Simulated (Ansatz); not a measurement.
# ZrOF2: further runs on a relaxed guess

This session takes a relaxed cell of ZrOF2 and sets out to see whether it has a gap, which orbitals make up the states near it and how charge is shared.

Computed with Ansatz 0.2.0 (DFT PBE, scalar-relativistic, plane waves, PAW, unless a step's input says otherwise).

**1. Starting point**

It takes space group P4/mmm (No. 123, tetragonal). Conventional cell: a = 3.990 Å, b = 3.990 Å, c = 3.781 Å, α = 90.00°, β = 90.00°, γ = 90.00°. Around Zr (site symmetry 4/mmm) lie 4 F at 2.00 Å. O (site symmetry 4/mmm) is surrounded by 8 F at 2.75 Å. Around F (site symmetry mmm) lie 2 Zr at 2.00 Å.

Structure file:

```xyz
4
Lattice="3.9905 0.0000 0.0000 0.0000 3.9905 0.0000 0.0000 0.0000 3.7806" Properties=species:S:1:pos:R:3 pbc="T T T"
Zr    1.9952    1.9952    1.8903
O     0.0000    0.0000    0.0000
F     1.9952    0.0000    1.8903
F     0.0000    1.9952    1.8903
```

The cell was relaxed beforehand at this level, from a database cell with other species swapped in; it is a trial structure. At a tolerance of 0.05 Å it has space group P4/mmm (No. 123); it has 15.05 Å³/atom, an uncorrected energy of -1.74 eV/atom over the elements.

**2. Bands, states and charges**

The input, input.yaml:

```yaml
crystal:
  lattice:
    - [3.9904922615, 0.0, 0.0]
    - [0.0, 3.9904922615, 0.0]
    - [0.0, 0.0, 3.7806184685]
  atoms:
    - { symbol: Zr, position: [0.5, 0.5, 0.5] }
    - { symbol: O, position: [0.0, 0.0, 0.0] }
    - { symbol: F, position: [0.5, 0.0, 0.5] }
    - { symbol: F, position: [0.0, 0.5, 0.5] }
basis:
  ecutwfc: 420
kpoints:
  mp_grid: { grid: [12, 12, 12] }
  band_path:
    path:
      - [[0.0, 0.0, 0.0], [0.0, 0.5, 0.0], [0.5, 0.5, 0.0], [0.0, 0.0, 0.0], [0.0, 0.0, 0.5], [0.0, 0.5, 0.5], [0.5, 0.5, 0.5], [0.0, 0.0, 0.5]]
      - [[0.0, 0.5, 0.0], [0.0, 0.5, 0.5]]
      - [[0.5, 0.5, 0.0], [0.5, 0.5, 0.5]]
    npoints: 14
hamiltonian:
  xc: pbe
scf:
  occupations: { method: gaussian, width: 0.1 }
  n_extra_bands: 10
output:
  forces: true
  stress: true
  eigenvalues: true
  populations: true
  dos: { projected: true, de: 0.02, nscf_kmesh: { grid: [15, 15, 15] } }
  bader: true
  write_density: true
  write_potential: true
  elf: true
  volumetric_format: npy
```

Started as:

```
ansatz run input.yaml --threads 1 --pin off --max-ram 2560MiB --backend cpu --events-out ev --progress --plain --runs-dir out
```

What it wrote:

```text
Warning: RAYON_NUM_THREADS=1 ignored (pool sized by the plan → 1); use --threads N
scf.n_extra_bands = 10 over 16 filled bands (N_el = 32.0): the run solves 26 bands
Engine: ansatz 0.2.0, x86_64-unknown-linux-gnu
Pseudopotentials: kind: paw
Pseudopotential: Zr, paw, valence charge 12, recommended cutoff 420 eV (normal), Zr.paw.azcp
Pseudopotential: O, paw, valence charge 6, recommended cutoff 420 eV (normal), O.paw.azcp
Pseudopotential: F, paw, valence charge 7, recommended cutoff 420 eV (normal), F.paw.azcp
Functional definition: PBE
  parameter kappa = 0.804
  parameter beta = 0.06672455060314922
  exchange = pbe_x(kappa = kappa, mu = beta*pi^2/3)
  correlation = pbe_c(beta = beta)
Crystal: 4 atoms, lattice volume = 60.203 Å³
Basis set: ecut = 420 eV, 1189 PW (Γ), exchange–correlation on 54×54×54 points (8 copies of the dense FFT grid, shifted against one another)
Bands: 26, of which v1, the nominal top of the filled ones, is band 16 counted from 1 (15 counted from 0)
Symmetry: 16 space group operations
Space group: P4/mmm (ITA 123), of the structure as read, at distance tolerance 3.9e-5 Å
k-points: 196 of 1728
Non-local potential: Zr, projectors of the file, l = 0: 3, l = 1: 2, l = 2: 2, l = 3: 2
Non-local potential: O, projectors of the file, l = 0: 2, l = 1: 2, l = 2: 1
Non-local potential: F, projectors of the file, l = 0: 2, l = 1: 2, l = 2: 1
PAW form: soft (Blöchl's): semilocal exchange-correlation on the pseudo side does not see the compensation charge
PAW one-centre angular grid: Zr, 590 points (default); XC on 64 Gauss nodes
PAW one-centre angular grid: O, 110 points (default); XC on 64 Gauss nodes
PAW one-centre angular grid: F, 110 points (default); XC on 64 Gauss nodes
Initial density: superposition of atomic densities (neutral atoms: chi_scale 0, normalization atom), corrected by the library's trained network
Initial wavefunctions: pseudopotential atomic-orbital guess
Functional: x = pbe(κ = 0.804, μ = 0.2195149727645171), c = pbe(β = 0.06672455060314922)
SCF iter   1: F=—  HF=-6367.030530 eV  |F-HF|=—  |Δ(HF+E_count)|=         —  Δρ=2.68e-2  dr2=7.63e-1  ethr=1.77e-3  ⟨swp⟩=5.0  Hψ=24264  notcnv=0  defer=172
preconditioner: auto → Kerker (q_TF=auto, 2.456 Å⁻¹)  [metal: Δε(μ)=0.005 eV  Ē_g=12.370 eV  σ=0.100 eV  W_gap=0.03  n_scr=18 (ndim 8)  ℏωp=21.4 eV  f_vac=0.008  D(μ)=2.85/eV (n_scr^D=26)]
SCF iter   2: F=—  HF=-6366.975561 eV  |F-HF|=—  |Δ(HF+E_count)|=   5.50e-2  Δρ=1.16e-2  dr2=1.63e-1  ethr=1.77e-3  ⟨swp⟩=1.0  Hψ=6664  notcnv=0  defer=183
SCF iter   3: F=—  HF=-6366.960585 eV  |F-HF|=—  |Δ(HF+E_count)|=   1.50e-2  Δρ=2.10e-3  dr2=4.27e-3  ethr=5.08e-4  ⟨swp⟩=1.8  Hψ=4521  notcnv=0  defer=266
SCF iter   4: F=—  HF=-6366.960039 eV  |F-HF|=—  |Δ(HF+E_count)|=   5.45e-4  Δρ=1.23e-3  dr2=1.40e-3  ethr=1.34e-5  ⟨swp⟩=2.3  Hψ=6363  notcnv=0  defer=266
SCF iter   5: F=—  HF=-6366.959942 eV  |F-HF|=—  |Δ(HF+E_count)|=   9.78e-5  Δρ=7.27e-4  dr2=3.70e-4  ethr=4.39e-6  ⟨swp⟩=1.9  Hψ=5369  notcnv=0  defer=266
SCF iter   6: F=—  HF=-6366.959916 eV  |F-HF|=—  |Δ(HF+E_count)|=   2.59e-5  Δρ=1.29e-4  dr2=2.18e-5  ethr=1.16e-6  ⟨swp⟩=1.0  Hψ=4268  notcnv=0  defer=266
SCF iter   7: F=—  HF=-6366.960928 eV  |F-HF|=—  |Δ(HF+E_count)|=   1.01e-3  Δρ=4.35e-5  dr2=1.39e-6  ethr=6.82e-8  ⟨swp⟩=2.0  Hψ=6864  notcnv=0  defer=269
SCF iter   8: F=—  HF=-6366.960928 eV  |F-HF|=—  |Δ(HF+E_count)|=   5.95e-7  Δρ=1.19e-5  dr2=1.16e-7  ethr=4.33e-9  ⟨swp⟩=2.4  Hψ=6323  notcnv=0  defer=269
SCF iter   9: F=-6366.960929 eV  HF=-6366.960929 eV  |F-HF|=1.27e-8  |Δ(HF+E_count)|=   6.75e-8  Δρ=4.47e-6  dr2=1.15e-8  ethr=3.13e-10  ⟨swp⟩=11.7  Hψ=30173  notcnv=0
SCF 1 converged in 9 iterations: F = -6366.960929 eV  dr2 = 1.15e-8
NSCF: frozen V_eff on 129 k-points
NSCF: frozen V_eff on 288 k-points
SCF converged after 9 iterations
Free energy (F): -6366.960929 eV
Harris-Foulkes:  -6366.960929 eV  (|F-HF|=1.27e-8)
Internal energy: -6366.938825 eV  (E = F + TS)
E sigma→0 (E₀):  -6366.949877 eV
Entropy (-TS):   -0.022103 eV (-5.526 meV/atom)
Fermi energy:    6.757634 eV
--- Per-component energies (eV) ---
  E_band       = -285.257886
  E_kinetic    = 911.648876
  E_local      = -2480.709716  (includes V_loc(G=0)·N_el)
  E_nonlocal   = 272.059171
  E_hartree    = 870.548389
  E_xc         = -391.154638
  E_vxc        = -484.232642  (∫ρ·V_xc dr)
  E_paw        = -3510.822737  (= ΣΔE_a)
  E_vpaw       = -245.125607  (= ΣTr[D̂ρ^β])
  E_aug_tail   = 0.006419  (compensation charges beyond the density's cutoff)
  E_ewald      = -2038.514591
  E_smearing   = -0.022103  (= −TS)
  E_closure    = 0.000000  (closes the sum)
  Σ components = -6366.960929   (vs F -6366.960929, Δ=0.00e0)
--- Forces (eV/Å), atoms counted from 1 ---
  atom   1  Zr     0.00000000     0.00000000     0.00000000
  atom   2  O     -0.00000000    -0.00000000     0.00000000
  atom   3  F      0.00000000    -0.00000000     0.00000000
  atom   4  F      0.00000000    -0.00000000     0.00000000
  max |Σ_I F_I| component: 2.99e-29 eV/Å
--- Stress (GPa, compression-positive) ---
       -0.002705       0.000000       0.000000
        0.000000      -0.002705       0.000000
        0.000000       0.000000      -0.011206
  P = ⅓ Tr σ = -0.0055 GPa (-0.055 kbar)
--- Band table (eV; the first three rows and the last of 196) ---
  k-point 0: bands = ["-44.5558", "-22.7107", "-22.7107", "-22.3176", "-19.0491", "-19.0375", "-8.3030", "-0.1394", "-0.1394", "0.1068", "0.3901", "0.3901", "0.4950", "5.2454", "6.4465", "6.4465", "6.8820", "7.3476", "7.6738", "7.6738", "10.3620", "11.5325", "17.6130", "17.6130", "17.9156", "18.1035"]
  k-point 1: bands = ["-44.5555", "-22.7103", "-22.7103", "-22.3229", "-19.0485", "-19.0362", "-8.3054", "-0.1363", "-0.1363", "0.1039", "0.3943", "0.3943", "0.4822", "5.3754", "6.3816", "6.3816", "6.8265", "7.3534", "7.6890", "7.6890", "10.3673", "11.5719", "17.7416", "17.7689", "17.7689", "18.1723"]
  k-point 2: bands = ["-44.5547", "-22.7092", "-22.7092", "-22.3374", "-19.0468", "-19.0327", "-8.3119", "-0.1280", "-0.1280", "0.0949", "0.4041", "0.4041", "0.4489", "5.7409", "6.2163", "6.2163", "6.6992", "7.3693", "7.7200", "7.7200", "10.3815", "11.6507", "17.1382", "18.2139", "18.2139", "18.3653"]
  k-point 195: bands = ["-44.5332", "-23.6210", "-23.6210", "-22.3758", "-17.2442", "-17.2442", "-8.2364", "-3.1054", "-2.4450", "-1.4944", "-0.6145", "-0.6145", "1.1354", "6.1975", "6.1975", "6.7441", "8.8532", "8.8532", "9.5466", "10.0252", "10.5954", "14.8275", "17.6849", "17.6849", "18.8241", "18.8388"]
--- Löwdin populations: 4 sites ---
  site symbol       q [e]
     0     Zr     10.5332
     1      O      6.7199
     2      F      7.3024
     3      F      7.3024
  spilling = 0.004442 (of n_electrons = 32.000000)
--- Bader charges: 4 sites ---
  site symbol  charge [e]  shift [e]
     0     Zr      2.3262     0.0017
     1      O     -0.8705     0.0000
     2      F     -0.7279     0.0009
     3      F     -0.7279     0.0009
  estimated error of the sums over rays = 3.7e-4 e
```

Run time: 34 s. Hardware: 1 thread of AMD EPYC 9R45 (Zen 5), shared host; peak memory 0.59 GiB.

Site by site:

```csv
atom,Löwdin electrons,Bader charge (e),Bader volume (Å³)
Zr1,10.53,+2.33,17.1
O2,6.72,-0.87,19.2
F3,7.30,-0.73,12.0
F4,7.30,-0.73,12.0
```

bands.tsv at the labelled points (eV, zero at the Fermi level; the bands nearest the Fermi level):

```
point  band 13  band 14  band 15  band 16  band 17  band 18  band 19  band 20
    Γ    -6.26    -1.51    -0.31    -0.31     0.12     0.59     0.92     0.92
    X    -6.41    -2.32    -0.28    -0.04     0.41     0.98     2.18     2.43
    M    -5.63    -1.04    -1.02    -1.02    -0.16     2.37     2.37     3.18
    Γ    -6.26    -1.51    -0.31    -0.31     0.12     0.59     0.92     0.92
    Z    -6.31    -1.10    -1.10    -0.79     0.68     1.00     1.00     2.10
    R    -6.63    -0.72    -0.43    -0.30     0.21     1.68     2.10     2.28
    A    -5.62    -0.56    -0.56    -0.01     2.10     2.10     2.79     3.27
    Z    -6.31    -1.10    -1.10    -0.79     0.68     1.00     1.00     2.10
    X    -6.41    -2.32    -0.28    -0.04     0.41     0.98     2.18     2.43
    R    -6.63    -0.72    -0.43    -0.30     0.21     1.68     2.10     2.28
    M    -5.63    -1.04    -1.02    -1.02    -0.16     2.37     2.37     3.18
    A    -5.62    -0.56    -0.56    -0.01     2.10     2.10     2.79     3.27
```

Counts of states by energy window (eV from the Fermi level), total and by projection:

```
from  to  total  Zr 4d  O 2p  F 2p
  -8  -7   3.65   0.41  0.04  3.09
  -7  -6   5.44   0.23  0.05  5.08
  -6  -5   0.58   0.00  0.00  0.57
  -5  -4   0.00   0.00  0.00  0.00
  -4  -3   0.00   0.00  0.00  0.00
  -3  -2   0.14   0.05  0.05  0.00
  -2  -1   1.19   0.35  0.58  0.02
  -1   0   4.73   0.36  4.10  0.15
   0   1   2.36   1.51  0.67  0.06
   1   2   3.48   2.80  0.27  0.25
   2   3   1.98   1.56  0.06  0.25
   3   4   0.24   0.16  0.00  0.03
   4   5   1.10   0.48  0.03  0.04
   5   6   1.07   0.46  0.02  0.08
```

A further 16 or so states lie below the table's range.

Density in a lattice plane of the grid's cell (edges 3.99 and 3.99 Å, at 0.500 of the third edge), which holds Zr and F.

Values in e/Å³, 12 rows by 12 columns:
```
 0.03  0.03  0.05  0.17  0.95  4.11  7.42  4.11  0.95  0.17  0.05  0.03
 0.05  0.05  0.05  0.11  0.39  1.10  1.73  1.10  0.39  0.11  0.05  0.05
 0.21  0.17  0.11  0.10  0.24  0.53  0.75  0.53  0.24  0.10  0.11  0.17
 1.49  0.95  0.39  0.24  0.73  1.84  2.52  1.84  0.73  0.24  0.39  0.95
 7.54  4.11  1.10  0.53  1.84  3.71  3.97  3.71  1.84  0.53  1.10  4.11
13.47  7.42  1.73  0.75  2.52  3.97  2.85  3.97  2.52  0.75  1.73  7.42
 7.54  4.11  1.10  0.53  1.84  3.71  3.97  3.71  1.84  0.53  1.10  4.11
 1.49  0.95  0.39  0.24  0.73  1.84  2.52  1.84  0.73  0.24  0.39  0.95
 0.21  0.17  0.11  0.10  0.24  0.53  0.75  0.53  0.24  0.10  0.11  0.17
 0.05  0.05  0.05  0.11  0.39  1.10  1.73  1.10  0.39  0.11  0.05  0.05
 0.03  0.03  0.05  0.17  0.95  4.11  7.42  4.11  0.95  0.17  0.05  0.03
 0.03  0.03  0.05  0.21  1.49  7.54 13.47  7.54  1.49  0.21  0.05  0.03
```
Columns run along the first of these edges and rows up along the second, over one cell in 12 and 12 even steps from the bottom left corner. Atoms in the plane (fractional): Zr at (0.50, 0.50), F at (0.50, 0.00), F at (0.00, 0.50).

ELF in the same plane.

Values, 12 rows by 12 columns:
```
0.01 0.01 0.04 0.31 0.74 0.79 0.70 0.79 0.74 0.31 0.04 0.01
0.05 0.04 0.02 0.10 0.42 0.62 0.67 0.62 0.42 0.10 0.02 0.04
0.41 0.31 0.10 0.03 0.06 0.13 0.18 0.13 0.06 0.03 0.10 0.31
0.78 0.74 0.42 0.06 0.41 0.70 0.75 0.70 0.41 0.06 0.42 0.74
0.72 0.79 0.62 0.13 0.70 0.76 0.54 0.76 0.70 0.13 0.62 0.79
0.44 0.70 0.67 0.18 0.75 0.54 0.02 0.54 0.75 0.18 0.67 0.70
0.72 0.79 0.62 0.13 0.70 0.76 0.54 0.76 0.70 0.13 0.62 0.79
0.78 0.74 0.42 0.06 0.41 0.70 0.75 0.70 0.41 0.06 0.42 0.74
0.41 0.31 0.10 0.03 0.06 0.13 0.18 0.13 0.06 0.03 0.10 0.31
0.05 0.04 0.02 0.10 0.42 0.62 0.67 0.62 0.42 0.10 0.02 0.04
0.01 0.01 0.04 0.31 0.74 0.79 0.70 0.79 0.74 0.31 0.04 0.01
0.01 0.01 0.05 0.41 0.78 0.72 0.44 0.72 0.78 0.41 0.05 0.01
```
Columns run along the first of these edges and rows up along the second, over one cell in 12 and 12 even steps from the bottom left corner. Atoms in the plane (fractional): Zr at (0.50, 0.50), F at (0.50, 0.00), F at (0.00, 0.50).

Both are smooth fields of the valence electrons: close to the nuclei they are not physical.

Outside the cores ELF peaks at 0.86 in the shell around O, 0.6 Å from O; 0.81 in the shell around F, 0.6 Å from F; 0.59 between the atoms, 1.9 Å from Zr.

**3. Changing settings: occupations.method cold, occupations.width 0.05, accuracy medium, ecutwfc left out**

The input, input.yaml:

```yaml
crystal:
  lattice:
    - [3.9904922615, 0.0, 0.0]
    - [0.0, 3.9904922615, 0.0]
    - [0.0, 0.0, 3.7806184685]
  atoms:
    - { symbol: Zr, position: [0.5, 0.5, 0.5] }
    - { symbol: O, position: [0.0, 0.0, 0.0] }
    - { symbol: F, position: [0.5, 0.0, 0.5] }
    - { symbol: F, position: [0.0, 0.5, 0.5] }
kpoints:
  mp_grid: { grid: [12, 12, 12] }
hamiltonian:
  xc: pbe
scf:
  occupations: { method: cold, width: 0.05 }
output:
  forces: true
  eigenvalues: true
  stress: true
accuracy: medium
```

Started as:

```
ansatz run input.yaml --threads 1 --pin off --max-ram 2560MiB --backend cpu --events-out ev --progress --plain --runs-dir out
```

What it wrote, cut to the lines that bear on the results:

```text
Warning: RAYON_NUM_THREADS=1 ignored (pool sized by the plan → 1); use --threads N
[...]
Pseudopotentials: kind: paw
Pseudopotential: Zr, paw, valence charge 12, recommended cutoff 420 eV (normal), Zr.paw.azcp
Pseudopotential: O, paw, valence charge 6, recommended cutoff 420 eV (normal), O.paw.azcp
Pseudopotential: F, paw, valence charge 7, recommended cutoff 420 eV (normal), F.paw.azcp
Functional definition: PBE
[...]
Crystal: 4 atoms, lattice volume = 60.203 Å³
Basis set: ecut = 420 eV, 1189 PW (Γ), exchange–correlation on 54×54×54 points (8 copies of the dense FFT grid, shifted against one another)
Bands: 20, of which v1, the nominal top of the filled ones, is band 16 counted from 1 (15 counted from 0)
Symmetry: 16 space group operations
Space group: P4/mmm (ITA 123), of the structure as read, at distance tolerance 3.9e-5 Å
k-points: 196 of 1728
[...]
Free energy (F): -6366.947450 eV
[...]
E sigma→0 (E₀):  -6366.948357 eV
Entropy (-TS):   0.002724 eV (0.681 meV/atom)
Fermi energy:    6.744554 eV
[...]
--- Forces (eV/Å), atoms counted from 1 ---
  atom   1  Zr     0.00000000    -0.00000000     0.00000000
  atom   2  O      0.00000000     0.00000000     0.00000000
  atom   3  F      0.00000000    -0.00000000     0.00000000
  atom   4  F      0.00000000     0.00000000     0.00000000
[...]
--- Stress (GPa, compression-positive) ---
       -0.197846       0.000000       0.000000
        0.000000      -0.197846       0.000000
        0.000000       0.000000       0.062811
  P = ⅓ Tr σ = -0.1110 GPa (-1.110 kbar)
--- Band table (eV; the first three rows and the last of 196) ---
  k-point 0: bands = ["-44.5672", "-22.7197", "-22.7197", "-22.3316", "-19.0477", "-19.0361", "-8.2939", "-0.1388", "-0.1388", "0.1073", "0.3937", "0.3937", "0.4952", "5.2343", "6.4487", "6.4487", "6.9026", "7.3427", "7.6638", "7.6638"]
[...]
```

Wall time 5.7 s (1 thread of AMD EPYC 9R45 (Zen 5), shared host); peak memory 0.5 GiB.

| run | ending | energy change | pressure (GPa) | gap (eV) | force (eV/Å) | cycles | time |
| --- | --- | --- | --- | --- | --- | --- | --- |
| step 2 | converged | 0 | 0.0 | 0.00 | 0.00 | 9 | 34 s |
| variant | converged | +0.4 meV/atom (σ→0) | -0.1 | 0.00 | 0.00 | 8 | 5.7 s |

Changing the smearing and accuracy level hardly moves the energy: +0.4 meV/atom.

**4. What came out**

| quantity | value |
| --- | --- |
| gap | none (metal) |
| states at the Fermi level | 3.10 per eV per cell |
| Bader charges | Zr +2.33, O -0.87, F -0.73 e |

What this shows: Bands cross the Fermi level: a metal at this level of theory. Of the projected weight within 0.25 eV of the Fermi level, the largest part is O 2p (85 %). Bader charges go up to 2.3 e.
